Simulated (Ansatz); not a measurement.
# GeH4S + HF: a complex and its separated parts

Aim: how far the complex at one end of a reaction step lies below its separated, relaxed parts, level by level.

Method: PBE0-D4/def2-TZVP structures, single points in def2-TZVPP, no counterpoise correction; program: Ansatz 0.2.0, Gaussian basis.

Levels: SPW92, PBE-D4, BLYP-D4, r2SCAN-D4, B97M-V, PBE0-D4, B3LYP-D4, r2SCAN0-D4, BHLYP-D4, CAM-B3LYP-D4, wB97X-V, wB97M-V, B2PLYP, PBE-QIDH, RPA on PBE, Hartree-Fock, MP2, CCSD, CCSD(T).

Cores are frozen in the correlated methods. Filled d shells of the heavier atoms are correlated. B3LYP uses VWN-RPA correlation. B2PLYP carries no dispersion term here.

21 further runs of the same task are left out: 21 set aside as unsound or not needed.

## 1. The starting structure

The complex: 8 atoms, charge 0, spin multiplicity 1.

Atoms are counted from 1 here; the program's logs count them from 0.

Bond lengths: Ge1–S2 2.245 Å, Ge1–H3 1.534 Å, Ge1–H4 1.531 Å, Ge1–H5 1.530 Å, S2–H8 1.343 Å, H6–F7 0.938 Å. Angles: S2–Ge1–H3 108.7°, S2–Ge1–H4 109.1°, S2–Ge1–H5 104.1°, H3–Ge1–H4 111.3°, H3–Ge1–H5 111.4°, H4–Ge1–H5 112.1°, Ge1–S2–H8 94.9°.

Geometry (Å):

```xyz
8

Ge   -0.16075   -0.57353   -0.96414
S     1.06316   -0.47498    0.91500
H     0.70692   -1.15898   -2.08561
H    -0.64966    0.83370   -1.31786
H    -1.31621   -1.51031   -0.60672
H    -0.41316    0.92062    1.72212
F    -1.13501    1.49819    1.88322
H     1.90470    0.46530    0.45399
```

Its parts: GeH4S holds atoms 1, 2, 3, 4, 5, 8; HF holds atoms 6, 7. Each part counts its atoms afresh in its own runs.

## 2. Relaxing GeH4S alone

File relax-a/in.yaml:

```yaml
crystal:
  periodic: [false, false, false]
  atoms:
    - {symbol: Ge, position_ang: [-0.160752, -0.573532, -0.964143]}
    - {symbol: S, position_ang: [1.063165, -0.474981, 0.915003]}
    - {symbol: H, position_ang: [0.706921, -1.158985, -2.085613]}
    - {symbol: H, position_ang: [-0.649659, 0.833697, -1.317856]}
    - {symbol: H, position_ang: [-1.316206, -1.510312, -0.606715]}
    - {symbol: H, position_ang: [1.904702, 0.465297, 0.453987]}
basis:
  gaussian: {orbitals: def2-TZVP}
hamiltonian: {xc: pbe0, dispersion: d4}
relax: {f_tol: 0.005, max_steps: 200}
```

The command line of these runs was not kept.

Log, shortened:

```text
Functional definition: PBE0
  name "PBE0"
  cite "Adamo & Barone, J. Chem. Phys. 110, 6158 (1999) doi:10.1063/1.478522"
  cite "Perdew, Burke & Ernzerhof, Phys. Rev. Lett. 77, 3865 (1996) doi:10.1103/PhysRevLett.77.3865"
  parent pbe
[...]
848 factors; their error is unknown
[...]
mean field -67408.56768742 eV, -2477.2191713443 hartree, gradient 8.5e-6 eV, S^2 0.000000; 0 other end points of the search recorded, 0 dependent functions left out
[...]
reference -67408.56771333 eV, -2477.2191722967 hartree; 26, 26 occupied and 83, 83 virtual orbitals, 848 factors
relax step   1: F+E_penalty+E_count = -67408.64905965 eV  Δ(F+E_penalty+E_count) = +0.000e0 eV  max|allowed force component| = 3.525e-1 eV/Å  Δτ_max = 0.0000 Å  (24 SCF iters, accepted)
[...]
relax step   7: F+E_penalty+E_count = -67408.65654803 eV  Δ(F+E_penalty+E_count) = -3.903e-5 eV  max|allowed force component| = 9.708e-3 eV/Å  Δτ_max = 0.0048 Å  (28 SCF iters, accepted)
[...]
relax step   8: F+E_penalty+E_count = -67408.65656262 eV  Δ(F+E_penalty+E_count) = -1.458e-5 eV  max|allowed force component| = 2.848e-4 eV/Å  Δτ_max = 0.0018 Å  (18 SCF iters, accepted)
848 factors; their error is unknown
[...]
mean field -67408.57515320 eV, -2477.2194457068 hartree, gradient 7.0e-5 eV, S^2 0.000000; 1 other end points of the search recorded, 0 dependent functions left out
[...]
reference -67408.57517909 eV, -2477.2194466581 hartree; 26, 26 occupied and 83, 83 virtual orbitals, 848 factors
Total energy: -67408.65658850 eV, -2477.2224383990 hartree
Atom 0 at    -0.150044    -0.564682    -0.942666 Å, force     0.000278     0.000199     0.000285 eV/Å
Atom 1 at     1.031865    -0.436652     0.937010 Å, force    -0.000114    -0.000103    -0.000209 eV/Å
Atom 2 at     0.713271    -1.130014    -2.080877 Å, force    -0.000092    -0.000098    -0.000178 eV/Å
Atom 3 at    -0.686073     0.820933    -1.334078 Å, force    -0.000050    -0.000004    -0.000122 eV/Å
Atom 4 at    -1.305137    -1.517882    -0.616736 Å, force     0.000075     0.000003     0.000103 eV/Å
Atom 5 at     1.944290     0.409479     0.432011 Å, force    -0.000097     0.000004     0.000121 eV/Å
Dipole moment:    -0.012082     0.089439    -0.256764 e Å
```

Run time: 7 s. Hardware: 4 threads, shared host; peak memory 0.23 GiB.

Relaxation path:

```tsv
step	energy from step 1 (eV)	largest force component (eV/Å)
1	0.0000	0.3525
2	-0.0044	0.1877
3	-0.0068	0.0338
4	-0.0071	0.0200
5	-0.0074	0.0223
6	-0.0074	0.0308
7	-0.0075	0.0097
8	-0.0075	0.0003
```

Close pairs (by a distance rule), those that changed most:

```tsv
bond	before (Å)	after (Å)	change (Å)
Ge1–S2	2.245	2.224	-0.021
Ge1–H4	1.531	1.536	+0.005
Ge1–H5	1.530	1.533	+0.003
Ge1–H3	1.534	1.536	+0.002
S2–H6	1.343	1.343	-0.001
```

## 3. Relaxing HF alone

File relax-b/in.yaml:

```yaml
crystal:
  periodic: [false, false, false]
  atoms:
    - {symbol: H, position_ang: [-0.413157, 0.920624, 1.722119]}
    - {symbol: F, position_ang: [-1.135014, 1.498192, 1.883217]}
basis:
  gaussian: {orbitals: def2-TZVP}
hamiltonian: {xc: pbe0, dispersion: d4}
relax: {f_tol: 0.005, max_steps: 200}
```

Log, shortened:

```text
[... 5 set-up lines as earlier in the session ...]
[...]
200 factors; their error is unknown
[...]
mean field -2731.79190543 eV, -100.3915008495 hartree, gradient 6.8e-6 eV, S^2 0.000000; 0 other end points of the search recorded, 0 dependent functions left out
[...]
reference -2731.79191413 eV, -100.3915011694 hartree; 5, 5 occupied and 32, 32 virtual orbitals, 200 factors
relax step   1: F+E_penalty+E_count = -2731.79342474 eV  Δ(F+E_penalty+E_count) = +0.000e0 eV  max|allowed force component| = 8.024e-1 eV/Å  Δτ_max = 0.0000 Å  (21 SCF iters, accepted)
[...]
relax step   4: F+E_penalty+E_count = -2731.80321279 eV  Δ(F+E_penalty+E_count) = -6.072e-7 eV  max|allowed force component| = 5.837e-3 eV/Å  Δτ_max = 0.0002 Å  (25 SCF iters, accepted)
[...]
relax step   5: F+E_penalty+E_count = -2731.80321326 eV  Δ(F+E_penalty+E_count) = -4.745e-7 eV  max|allowed force component| = 1.652e-6 eV/Å  Δτ_max = 0.0001 Å  (25 SCF iters, accepted)
200 factors; their error is unknown
[...]
mean field -2731.80169997 eV, -100.3918607921 hartree, gradient 2.5e-5 eV, S^2 0.000000; 1 other end points of the search recorded, 0 dependent functions left out
[...]
reference -2731.80170840 eV, -100.3918611022 hartree; 5, 5 occupied and 32, 32 virtual orbitals, 200 factors
Total energy: -2731.80322170 eV, -100.3919167147 hartree
Atom 0 at    -0.420218     0.926273     1.723695 Å, force    -0.000002     0.000001     0.000000 eV/Å
Atom 1 at    -1.127953     1.492543     1.881641 Å, force     0.000002    -0.000001    -0.000000 eV/Å
Dipole moment:     0.308327    -0.246697    -0.068810 e Å
```

It took 0.6 s on 4 threads, shared host.

Step by step:

```tsv
step	energy from step 1 (eV)	largest force component (eV/Å)
1	0.0000	0.8024
2	-0.0093	0.1792
3	-0.0098	0.0088
4	-0.0098	0.0058
5	-0.0098	0.0000
```

The bond:

```tsv
bond	before (Å)	after (Å)	change (Å)
H1–F2	0.938	0.920	-0.018
```

## 4. wB97M-V/def2-TZVPP

File parta/in.yaml:

```yaml
crystal:
  periodic: [false, false, false]
  atoms:
    - {symbol: Ge, position_ang: [-0.150044, -0.564682, -0.942666]}
    - {symbol: S, position_ang: [1.031865, -0.436652, 0.937010]}
    - {symbol: H, position_ang: [0.713271, -1.130014, -2.080877]}
    - {symbol: H, position_ang: [-0.686073, 0.820933, -1.334078]}
    - {symbol: H, position_ang: [-1.305137, -1.517882, -0.616736]}
    - {symbol: H, position_ang: [1.944290, 0.409479, 0.432011]}
basis:
  gaussian: {orbitals: def2-TZVPP}
hamiltonian: {xc: {name: wB97M-V}}
```

File partb/in.yaml:

```yaml
crystal:
  periodic: [false, false, false]
  atoms:
    - {symbol: H, position_ang: [-0.420218, 0.926273, 1.723695]}
    - {symbol: F, position_ang: [-1.127953, 1.492543, 1.881641]}
basis:
  gaussian: {orbitals: def2-TZVPP}
hamiltonian: {xc: {name: wB97M-V}}
```

parta printed, shortened:

```text
Functional definition: wB97M-V
  name "wB97M-V"
  cite "Mardirossian & Head-Gordon, J. Chem. Phys. 144, 214110 (2016) doi:10.1063/1.4952647"
  cite "Becke, J. Chem. Phys. 107, 8554 (1997) doi:10.1063/1.475007"
  cite "Vydrov & Van Voorhis, J. Chem. Phys. 133, 244103 (2010) doi:10.1063/1.3521275"
  # Of w^i u^j: cxij and so on, Table III.
[...]
  gx(w, u) = 1 - cx + cx01*u + cx10*w
  gss(w, u) = css00 + css04*u^4 + css10*w + css20*w^2 + css43*w^4*u^3
  gos(w, u) = cos00 + cos10*w + (cos20 + cos21*u)*w^2 + (cos60 + cos61*u)*w^6
[...]
      + integral(e_c_pw_mod_opposite_spin*gos(b97_w_opposite, b97_u_opposite)) + vv10(b, c)
913 factors; their error is unknown
191 factors; integrals over basis functions are off by at most 9.0e-6 eV
[...]
mean field -67415.43898254 eV, -2477.4716867826 hartree, gradient 1.3e-5 eV, S^2 0.000000; 0 other end points of the search recorded, 0 dependent functions left out
reference -67415.43902291 eV, -2477.4716882661 hartree; 26, 26 occupied and 120, 120 virtual orbitals, 913 factors
Total energy: -67415.43902291 eV, -2477.4716882661 hartree
```

partb printed, shortened:

```text
[... 5 set-up lines as earlier in the session ...]
  # Of w^i u^j: cxij and so on, Table III.
[...]
  gx(w, u) = 1 - cx + cx01*u + cx10*w
  gss(w, u) = css00 + css04*u^4 + css10*w + css20*w^2 + css43*w^4*u^3
  gos(w, u) = cos00 + cos10*w + (cos20 + cos21*u)*w^2 + (cos60 + cos61*u)*w^6
[...]
      + integral(e_c_pw_mod_opposite_spin*gos(b97_w_opposite, b97_u_opposite)) + vv10(b, c)
215 factors; their error is unknown
48 factors; integrals over basis functions are off by at most 2.2e-5 eV
[...]
mean field -2733.67553275 eV, -100.4607228768 hartree, gradient 1.2e-5 eV, S^2 0.000000; 0 other end points of the search recorded, 0 dependent functions left out
reference -2733.67554742 eV, -100.4607234157 hartree; 5, 5 occupied and 40, 40 virtual orbitals, 215 factors
Total energy: -2733.67554742 eV, -100.4607234157 hartree
```

Times: 2.4 s (parta), 0.25 s (partb) on 4 threads, shared host; peak memory 0.4 GiB.

## 5. CCSD(T)/def2-TZVPP

Each input of step 4 (parta, partb) changes in the same lines:

```diff
-hamiltonian: {xc: {name: wB97M-V}}
+correlation: {method: ccsd_t}
```

parta printed, shortened:

```text
Functional definition: HF
  name "HF"
  cite "Fock, Z. Phys. 61, 126 (1930) doi:10.1007/BF01340294"
[... 1 set-up line as earlier in the session ...]
[...]
858 factors; integrals over basis functions are off by at most 7.5e-4 eV
[...]
mean field -67355.16263322 eV, -2475.2565718019 hartree, gradient 1.7e-6 eV, S^2 0.000000; 0 other end points of the search recorded, 0 dependent functions left out
14 core orbitals not correlated: weight in the atoms' cores, before any rotation towards them, 1.000 or more for the frozen orbitals, at most 0.000 for the correlated occupied ones
reference -67355.16263322 eV, -2475.2565718019 hartree; 12, 12 occupied and 120, 120 virtual orbitals, 858 factors
second order -12.13975775 eV of doubles, -0.00000000 eV of singles
cycle   1  -12.54018801 eV  change   -4.0e-1 eV  update   8.3e-2
[...]
cycle   8  -13.00747593 eV  change   -1.7e-5 eV  update   2.2e-5
perturbative correction -0.49113697 eV, -0.0180489509 hartree
Total energy: -67368.66124612 eV, -2475.7526366764 hartree
```

Output in partb, shortened:

```text
[... 4 set-up lines as earlier in the session ...]
[...]
287 factors; integrals over basis functions are off by at most 1.0e-3 eV
[...]
mean field -2722.91269168 eV, -100.0651957627 hartree, gradient 4.5e-6 eV, S^2 0.000000; 0 other end points of the search recorded, 0 dependent functions left out
1 core orbitals not correlated: weight in the atoms' cores, before any rotation towards them, 1.000 or more for the frozen orbitals, at most 0.000 for the correlated occupied ones
reference -2722.91269168 eV, -100.0651957627 hartree; 4, 4 occupied and 40, 40 virtual orbitals, 287 factors
second order -7.36487192 eV of doubles, -0.00000000 eV of singles
cycle   1  -7.29622706 eV  change    6.9e-2 eV  update   3.9e-2
[...]
cycle   8  -7.43091005 eV  change    5.9e-7 eV  update   3.3e-6
perturbative correction -0.17033949 eV, -0.0062598609 hartree
Total energy: -2730.51394122 eV, -100.3445365311 hartree
```

They took 6.5 s (parta), 0.2 s (partb) on 4 threads, shared host; peak memory 0.86 GiB.

## 6. Vibrations of GeH4S

File vib-parta/in.yaml:

```yaml
crystal:
  periodic: [false, false, false]
  atoms:
    - {symbol: Ge, position_ang: [-0.150044, -0.564682, -0.942666]}
    - {symbol: S, position_ang: [1.031865, -0.436652, 0.937010]}
    - {symbol: H, position_ang: [0.713271, -1.130014, -2.080877]}
    - {symbol: H, position_ang: [-0.686073, 0.820933, -1.334078]}
    - {symbol: H, position_ang: [-1.305137, -1.517882, -0.616736]}
    - {symbol: H, position_ang: [1.944290, 0.409479, 0.432011]}
basis:
  gaussian: {orbitals: def2-TZVP}
hamiltonian: {xc: pbe0, dispersion: d4}
phonons: {temperatures: {t_min: 298.15, t_max: 900, t_step: 200}}
```

Log, shortened:

```text
[... 5 set-up lines as earlier in the session ...]
[...]
848 factors; their error is unknown
[...]
mean field -67408.57515023 eV, -2477.2194455977 hartree, gradient 6.7e-5 eV, S^2 0.000000; 0 other end points of the search recorded, 0 dependent functions left out
[...]
reference -67408.57517636 eV, -2477.2194465581 hartree; 26, 26 occupied and 83, 83 virtual orbitals, 848 factors
[... from here to the last solve, the lines of the solves are left out (35 solves) ...]
848 factors; their error is unknown
[...]
mean field -67408.57512906 eV, -2477.2194448197 hartree, gradient 2.6e-6 eV, S^2 0.000000; 0 other end points of the search recorded, 0 dependent functions left out
[...]
reference -67408.57515520 eV, -2477.2194457802 hartree; 26, 26 occupied and 83, 83 virtual orbitals, 848 factors
Total energy: -67408.65658578 eV, -2477.2224382991 hartree
Atom 0 at    -0.150044    -0.564682    -0.942666 Å, force     0.000380     0.000176     0.000249 eV/Å
Atom 1 at     1.031865    -0.436652     0.937010 Å, force    -0.000128    -0.000089    -0.000151 eV/Å
Atom 2 at     0.713271    -1.130014    -2.080877 Å, force    -0.000103    -0.000109    -0.000199 eV/Å
Atom 3 at    -0.686073     0.820933    -1.334078 Å, force    -0.000086     0.000042    -0.000110 eV/Å
Atom 4 at    -1.305137    -1.517882    -0.616736 Å, force     0.000048    -0.000010     0.000115 eV/Å
Atom 5 at     1.944290     0.409479     0.432011 Å, force    -0.000111    -0.000009     0.000095 eV/Å
Dipole moment:    -0.012082     0.089437    -0.256764 e Å
Vibrations: 157.70 409.49 507.42 568.96 782.86 836.43 869.15 885.13 2156.37 2157.57 2183.46 2715.09 cm⁻¹, zero-point energy 0.882125 eV
```

It took 19 s on 4 threads, shared host; peak memory 0.22 GiB.

Wavenumbers and character of the modes:

```tsv
mode	wavenumber (cm⁻¹)	character
1	158	torsion
2	409	Ge–S stretch
3	507	bend
4	569	bend
5	783	bend
6	836	bend
7	869	bend
8	885	bend
9	2156	Ge–H stretch
10	2158	Ge–H stretch
11	2183	Ge–H stretch
12	2715	S–H stretch
```

Vibrational sums (real modes only):

```tsv
T (K)	entropy (J/mol/K)	heat capacity (J/mol/K)
298	22.4	33.6
498	44.5	52.1
698	64.0	63.9
898	81.2	72.6
```

## 7. Vibrations of HF

File vib-partb/in.yaml:

```yaml
crystal:
  periodic: [false, false, false]
  atoms:
    - {symbol: H, position_ang: [-0.420218, 0.926273, 1.723695]}
    - {symbol: F, position_ang: [-1.127953, 1.492543, 1.881641]}
basis:
  gaussian: {orbitals: def2-TZVP}
hamiltonian: {xc: pbe0, dispersion: d4}
phonons: {temperatures: {t_min: 298.15, t_max: 900, t_step: 200}}
```

Log, shortened:

```text
[... 5 set-up lines as earlier in the session ...]
[...]
200 factors; their error is unknown
[...]
mean field -2731.80169997 eV, -100.3918607921 hartree, gradient 6.9e-6 eV, S^2 0.000000; 0 other end points of the search recorded, 0 dependent functions left out
[...]
reference -2731.80170840 eV, -100.3918611022 hartree; 5, 5 occupied and 32, 32 virtual orbitals, 200 factors
[...]
200 factors; their error is unknown
[...]
mean field -2731.80169997 eV, -100.3918607921 hartree, gradient 3.9e-7 eV, S^2 0.000000; 0 other end points of the search recorded, 0 dependent functions left out
[...]
reference -2731.80170840 eV, -100.3918611021 hartree; 5, 5 occupied and 32, 32 virtual orbitals, 200 factors
[...]
200 factors; their error is unknown
[...]
mean field -2731.80150989 eV, -100.3918538070 hartree, gradient 3.9e-7 eV, S^2 0.000000; 0 other end points of the search recorded, 0 dependent functions left out
[...]
reference -2731.80151829 eV, -100.3918541157 hartree; 5, 5 occupied and 32, 32 virtual orbitals, 200 factors
[...]
200 factors; their error is unknown
mean field -2731.80151063 eV, -100.3918538340 hartree, gradient 3.9e-7 eV, S^2 0.000000; 0 other end points of the search recorded, 0 dependent functions left out
[...]
reference -2731.80151910 eV, -100.3918541454 hartree; 5, 5 occupied and 32, 32 virtual orbitals, 200 factors
Total energy: -2731.80322170 eV, -100.3919167147 hartree
Atom 0 at    -0.420218     0.926273     1.723695 Å, force     0.000012    -0.000009    -0.000003 eV/Å
Atom 1 at    -1.127953     1.492543     1.881641 Å, force    -0.000012     0.000009     0.000003 eV/Å
Dipole moment:     0.308327    -0.246698    -0.068810 e Å
Vibrations: 4152.88 cm⁻¹, zero-point energy 0.257446 eV
```

It took 0.8 s on 4 threads, shared host.

Wavenumbers and character of the modes:

```tsv
mode	wavenumber (cm⁻¹)	character
1	4153	F–H stretch
```

Vibrational sums (real modes only):

```tsv
T (K)	entropy (J/mol/K)	heat capacity (J/mol/K)
298	0.0	0.0
498	0.0	0.0
698	0.0	0.1
898	0.1	0.5
```

## 8. Complex less separated parts

The complex's own energies come from single points at the same levels. Levels not printed above were run the same way.

Rows are in def2-TZVPP; times add the 3 runs of a level on a shared host, so small differences are noise.

Differences are taken before rounding.

```tsv
method	rung	complex less parts (kcal/mol)	from CCSD(T) (kcal/mol)	time
SPW92	LDA	-10.8	-5.2	1.2 s
PBE-D4	GGA	-8.0	-2.5	1.8 s
BLYP-D4	GGA	-7.5	-1.9	1.6 s
r2SCAN-D4	meta-GGA	-7.1	-1.6	3.4 s
B97M-V	meta-GGA	-6.0	-0.5	5.7 s
PBE0-D4	hybrid	-7.1	-1.6	2.4 s
B3LYP-D4	hybrid	-7.0	-1.5	2.5 s
r2SCAN0-D4	hybrid	-6.6	-1.1	4.1 s
BHLYP-D4	hybrid	-6.4	-0.8	2.2 s
CAM-B3LYP-D4	range-separated hybrid	-7.1	-1.6	2.8 s
wB97X-V	range-separated hybrid	-6.5	-1.0	5.7 s
wB97M-V	range-separated hybrid	-6.5	-1.0	6.5 s
B2PLYP	double hybrid	-5.8	-0.3	4.2 s
PBE-QIDH	double hybrid	-6.0	-0.4	4.1 s
RPA on PBE	RPA	-4.8	+0.8	3.5 s
Hartree-Fock	wavefunction	-2.4	+3.1	
MP2	wavefunction	-5.9	-0.3	
CCSD	wavefunction	-5.0	+0.5	
CCSD(T)	wavefunction	-5.5	0	39 s
```

Among the levels timed on like hardware and quicker than the yardstick, those that no quicker one beats, quickest first: SPW92 (1.2 s, -5.2 kcal/mol); BLYP-D4 (1.6 s, -1.9 kcal/mol); BHLYP-D4 (2.2 s, -0.8 kcal/mol); RPA on PBE (3.5 s, +0.8 kcal/mol); PBE-QIDH (4.1 s, -0.4 kcal/mol); B2PLYP (4.2 s, -0.3 kcal/mol).

For cost: B2PLYP gets within 0.3 kcal/mol in 4.2 s, where CCSD(T) took 39 s; the quickest level in the cost chart, SPW92, takes 1.2 s and misses by 5.2 kcal/mol.

The complex's zero-point energy, from a separate PBE0-D4 run, is 1.213 eV.

## 9. What came out

| quantity | value |
| --- | --- |
| complex less parts, CCSD(T)/def2-TZVPP | -5.5 kcal/mol |
| with zero-point energy | -3.9 kcal/mol |
| largest T1 diagnostic | 0.011 |

At CCSD(T) the complex lies 5.5 kcal/mol below its parts. The functionals run from B2PLYP, off by -0.3 kcal/mol, to SPW92, off by -5.2 kcal/mol, against CCSD(T). By rung, the mean size of the error is: LDA 5.2, GGA 2.2, meta-GGA 1.0, hybrid 1.2, range-separated hybrid 1.2, double hybrid 0.4 kcal/mol. PBE-D4 gives a relative energy 2.5 kcal/mol too low, outside chemical accuracy (1 kcal/mol). No counterpoise was applied, and triple zeta lacks some correlation, so the CCSD(T) reference has a basis error of its own, and close matches with it are partly luck.
